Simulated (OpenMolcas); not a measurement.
**Zr³⁺ among point charges: CASSCF and CASPT2 levels and susceptibility**

How does a field of 6 point charges split the states of Zr³⁺, and what χT follows?

Program: OpenMolcas 26.06. Level of theory: state-averaged CASSCF and CASPT2, spin-orbit coupling by RASSI with atomic mean-field integrals. These are calculated values, not measurements, unless marked.

### Step 1. Starting point

* Species: Zr³⁺ (zirconium, Z = 40, 37 electrons)
* Basis: ANO-RCC-VDZP [6s5p3d1f], 43 functions
* Scalar Hamiltonian: DKH2, point nucleus
* Inactive shells: 1s 2s 2p 3s 3p 3d 4s 4p
* Active space: 1 electron in 5 orbitals (4d)
* Some configurations of this space: 4d
* Orbitals: optimised for each spin and parity, averaged over all roots

Outer shells as boxes (Hund's rule):

4d
```
4d [↑ ][  ][  ][  ][  ]
```

The ion sits among 6 point charges of -1.2 e arranged as an octahedron (Oh), 2.15 Å from the ion.

The work runs as a chain of OpenMolcas steps in one folder; each step below is one input file. Labels, J, g values, rates, χT and fits are worked out afterwards by a script from the matrices that RASSI stores. The input lists half of the charges; inversion (Group=XYZ) makes the rest.

### Step 2. Basis and integrals

File a.inp:

```
&GATEWAY
Coord
1

Zr 0.0 0.0 0.0
Basis=ANO-RCC-VDZP
Group=XYZ
NoMove
AngMom=0.0 0.0 0.0
AMFI
XField
3 Angstrom 0
2.150000 0.000000 0.000000 -1.200000
0.000000 2.150000 0.000000 -1.200000
0.000000 0.000000 2.150000 -1.200000
&SEWARD
```

Launch:

```bash
OMP_NUM_THREADS=1 MOLCAS_MEM=1689 MOLCAS_PROJECT=a pymolcas a.inp > a.log
```

### Step 3. Reference wave functions, doublets of even parity, 5 roots

File a.inp:

```
&RASSCF
FileOrb=start.orb
Symmetry=1
Spin=2
nActEl=1 0 0
Inactive=9 9
Ras2=5 0
CIRoot=5 5 1
SDav=5
CIMx=300
Iter=120 100
PrWF=0.3
OrbListing=Nothing
MaxOrb=0
>>> COPY $Project.JobIph JOB001
```

start.orb holds the contracted functions of the basis, ordered by shell, or the orbitals of the step before.

### Step 4. State interaction with spin-orbit coupling

File a.inp:

```
&RASSI
NrOfJobIphs=1 5
1 2 3 4 5
IphNames
JOB001
EJob
SpinOrbit
DIPRint=1.0
SOCoupling=1000.0
Subsets=2
Property=9
'ANGMOM' 1 'ANGMOM' 2 'ANGMOM' 3 'MLTPL  1' 1 'MLTPL  1' 2 'MLTPL  1' 3
'AMFI' 1 'AMFI' 2 'AMFI' 3
SOProperty=3
'ANGMOM' 1 'ANGMOM' 2 'ANGMOM' 3
```

### Step 5. CASPT2: IPEA 0.25, imaginary shift 0.1 (closed shells correlated: 4s 4p)

File a.inp:

```
>>> COPY JOB001 $Project.JobIph
&CASPT2
Multistate=5 1 2 3 4 5
NoMult
Frozen=8 6
IPEA=0.25
Imaginary=0.1
MaxIter=60
WThr=0.0 0.3 0.05
PrWF=0.5
NoMix
```

(Steps that only read results are left out.)

What does the calculation give? Wanted: spin-free ground state; first state of the same spin within the active space; lowest level; next level.

As calculated:

| quantity | value |
| --- | --- |
| method | SS-CASPT2, IPEA 0.25, imaginary shift 0.1 (closed shells correlated: 4s 4p) |
| spin-free ground state | 2T2, 3-fold in its orbital part |
| first state of the same spin within the active space | 2E at 11200 cm⁻¹ |
| lowest level | 4-fold Γ8 |
| next level | 712.2 cm⁻¹ |
| χT at 300 K | 0.22 cm³ K/mol |
| effective moment at 300 K | 1.32 μB |

Cost by method:

| method | time of its own steps | time with the reference |
| --- | --- | --- |
| A. CASSCF | 1.5 s | 1.5 s |
| B. SS-CASPT2, IPEA 0.25, imaginary shift 0.1, +4s 4p | 0.47 s | 2 s |

Times are of one thread on a shared host.

In words: The spin-free ground state (2T2) comes to 100 % from free-ion D terms and keeps the highest spin of the shell. χT at 300 K is 0.22, against 0.38 cm³ K/mol for the spin alone, so orbital moment lowers it. A ligand-field fit to the states below 45000 cm-1 gives 10Dq = 11198 cm-1, the gap between the two states. CASPT2 does not keep the components of a term degenerate, and the means are used. The field of point charges can differ much from that of real complexes. Point charges carry no covalency, so the field is a model and not that of real ligands.
